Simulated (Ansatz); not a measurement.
MoSe:

```
CELL_PARAMETERS angstrom
3.47067 0.00000 0.00000
-1.73533 3.00569 0.00000
0.00000 0.00000 4.37280
ATOMIC_POSITIONS crystal
Mo 0.66667 0.33333 0.02544
Se 0.33333 0.66667 0.11843
```

The cell was built by a generator and needn't be a form met in nature.

```yaml
Program: Ansatz 0.2.0
Task: single point
Functional: PBE
Potentials_or_basis: all-electron LAPW, scalar-relativistic
Cutoff: 461 eV (chosen from the basis error)
Basis_error_allowed: 0.001 eV/atom
k_mesh: 9 × 9 × 6
Occupations: fermi-dirac, width 0.05 eV
Spin: no spin polarisation
```

On this cell: pressure 69.6 GPa; largest force 6.159 eV/Å; band gap on the k mesh none (metal or under the smearing width).

The same run follows on a disturbed copy (atoms moved at random, drawn with an rms of 0.05 Å):

```xyz
2
Lattice="3.4707 0.0000 0.0000 -1.7353 3.0057 0.0000 0.0000 0.0000 4.3728" Properties=species:S:1:pos:R:3 pbc="T T T"
Mo    1.7185    1.0144    0.0869
Se    0.0407    2.0633    0.5178
```

Q: What changes?

A: The energy (extrapolated to zero smearing) moves by -25.2 meV/atom; pressure 68.7 GPa; largest force 7.534 eV/Å; band gap on the k mesh none (metal or under the smearing width).

Forces on the atoms (eV/Å):
```
Mo   2.268  2.153 -6.855
Se  -2.268 -2.153  6.855
```

Stress tensor (GPa, compression positive):
```
 89.20 -14.09  -3.41
-14.09 113.11  -3.23
 -3.41  -3.23   3.67
```

Caveats: a pressure of tens of GPa on the cell as given is suspect, and the run, the potentials or the cell itself is likely at fault (some runs); this functional lacks dispersion, which binds the layers, so the pressure and a relaxed spacing across them are unreliable (some runs); forces of over 1 eV/Å show positions far from the minimum, so gaps and moduli don't describe the material at rest (some runs); the cell as given lies far from equilibrium (some runs).
